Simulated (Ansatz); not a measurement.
# GeH3− (singlet): the correlation ladder, aug-cc-pVTZ

An exercise on one series of results from a longer session: the logs are not shown, and one member is left open.

Program: Ansatz 0.2.0, Gaussian basis. Level of theory: aug-cc-pVTZ, core rule «outside noble gas», up to 14 orbitals frozen. These are calculated values, not measurements.

To be run: UHF; CCSD(T) on RHF; BCCD(T) on RHF; CCSDT(Q) on RHF; CASSCF and NEVPT2, 8 electrons in 7 orbitals.

4 further runs of the same task are left out: 1 for a known fault of the program, 3 set aside as unsound or not needed.

**The system**

The geometry is a PBE0/def2-TZVPD stationary point (not a proven minimum). No spin-orbit coupling is included. The filled d shell of Ge may be among the frozen orbitals whatever the setting's name suggests; the logs give the count.

4 atoms, charge -1, spin multiplicity 1.

Atoms are counted from 1 here; the program's logs count them from 0.

Bond lengths: Ge1–H2 1.615 Å, Ge1–H3 1.615 Å, Ge1–H4 1.615 Å. Angles: H2–Ge1–H3 92.6°, H2–Ge1–H4 92.6°, H3–Ge1–H4 92.6°.

The first run:

File in.yaml:

```yaml
crystal:
  periodic: [false, false, false]
  atoms:
    - {symbol: Ge, position_ang: [0.000190, 0.000006, -0.035544]}
    - {symbol: H, position_ang: [1.343272, 0.009089, 0.861072]}
    - {symbol: H, position_ang: [-0.686473, 1.162532, 0.850402]}
    - {symbol: H, position_ang: [-0.670496, -1.172025, 0.850119]}
basis:
  gaussian: {orbitals: aug-cc-pVTZ}
total_charge: -1
magnetization: {spin_polarized: true, initial_magnetization: 0}
hamiltonian: {xc: hf}
output: {orbitals: {seedname: orbitals}}
```

Started as:

```
> ansatz run in.yaml --threads 1 --pin off --events-out ev --progress --plain --max-ram 4096MiB --backend cpu
```

Steps of the session up to this table: UHF; CCSD(T) on RHF; BCCD(T) on RHF; CCSDT(Q) on RHF; CASSCF and NEVPT2, 8 electrons in 7 orbitals.

One table of the session follows, with a row left open; its other results are not shown here.

```
        method  from RCCSDT(Q) (kJ/mol)
           RHF                   +481.2
          RMP2                    +89.3
         RCCSD                    +19.1
      RCCSD(T)                     +3.1
       BCCD(T)                     +3.0
        RCCSDT                     +0.7
     RCCSDT(Q)                        0
CASSCF valence                        ?
NEVPT2 valence                    +99.0
```

**Question.** Estimate the row for CASSCF valence.

As computed: from RCCSDT(Q) (kJ/mol): +360.2. In the column «from RCCSDT(Q) (kJ/mol)» it lies between NEVPT2 valence (+99.0) and RHF (+481.2).
